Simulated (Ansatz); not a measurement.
# AsH9OSi2: the cost of one run

All numbers below are computed with Ansatz 0.2.0 (RKS PBE/def2-SVP).

1 further run of the same task is left out (it didn't finish).

## 1. Starting point

Bond lengths: Si1–Si2 2.591 Å, Si1–H3 1.488 Å, Si1–H4 1.484 Å, Si1–O5 1.649 Å, Si1–As7 2.697 Å, Si2–H8 1.490 Å, Si2–H9 1.472 Å, Si2–H10 1.473 Å, O5–H11 0.954 Å, As7–H12 1.548 Å, As7–H13 1.493 Å. Angles (14 of 20 angles, heavy atoms first): Si2–Si1–O5 112.6°, Si2–Si1–As7 76.8°, O5–Si1–As7 76.3°, Si1–Si2–H8 102.7°, Si1–Si2–H9 110.6°, Si1–Si2–H10 116.0°, Si2–Si1–H3 126.4°, Si2–Si1–H4 103.3°, H3–Si1–O5 108.0°, H3–Si1–As7 80.5°, H4–Si1–O5 103.2°, H4–Si1–As7 179.6°, Si1–O5–H11 118.8°, Si1–As7–H12 169.6°.

Coordinates:

```xyz
13

Si   -0.4740    0.5993    1.0698
Si    0.2432   -1.6872    0.0851
H    -1.6938    1.3722    0.7093
H    -0.7897    0.2794    2.4836
O     0.7833    1.6591    1.1944
H     0.6923   -0.6908   -1.4449
As    0.1155    1.1924   -1.4944
H    -0.0156   -2.6257    1.2130
H    -0.7429   -2.1579   -0.9016
H     1.6917   -1.8869   -0.0964
H     1.0186    1.9927    2.0562
H     0.4140    1.2593   -3.0121
H    -1.2427    0.6939   -1.8618
```

## 2. Pulling towards end A

Springs on the bonds that form and break draw the guess towards this end; the thresholds are loose.

The input, input.yaml:

```yaml
crystal:
  periodic: [false, false, false]
  atoms:
    - { symbol: Si, position_ang: [-0.474, 0.5993, 1.0698] }
    - { symbol: Si, position_ang: [0.2432, -1.6872, 0.0851] }
    - { symbol: H, position_ang: [-1.6938, 1.3722, 0.7093] }
    - { symbol: H, position_ang: [-0.7897, 0.2794, 2.4836] }
    - { symbol: O, position_ang: [0.7833, 1.6591, 1.1944] }
    - { symbol: H, position_ang: [0.6923, -0.6908, -1.4449] }
    - { symbol: As, position_ang: [0.1155, 1.1924, -1.4944] }
    - { symbol: H, position_ang: [-0.0156, -2.6257, 1.213] }
    - { symbol: H, position_ang: [-0.7429, -2.1579, -0.9016] }
    - { symbol: H, position_ang: [1.6917, -1.8869, -0.0964] }
    - { symbol: H, position_ang: [1.0186, 1.9927, 2.0562] }
    - { symbol: H, position_ang: [0.414, 1.2593, -3.0121] }
    - { symbol: H, position_ang: [-1.2427, 0.6939, -1.8618] }
basis:
  gaussian: { orbitals: def2-SVP }
hamiltonian:
  xc: pbe
relax:
  f_tol: 0.15
  max_steps: 25
  restrain:
    - { distance: [0, 6], at: 3.6, k: 30.0 }
    - { distance: [5, 1], at: 2.72, k: 30.0 }
    - { distance: [0, 1], at: 2.22, k: 30.0 }
    - { distance: [5, 6], at: 1.5, k: 30.0 }
```

The run is started by

```
$ ansatz run input.yaml --threads 4 --pin off --max-ram 5120MiB --backend cpu --events-out ev --progress --plain --runs-dir out
```

What time and memory should one allow on 4 threads of Arm Neoverse N1, shared host?

About 40 s, with a peak of 0.19 GiB.
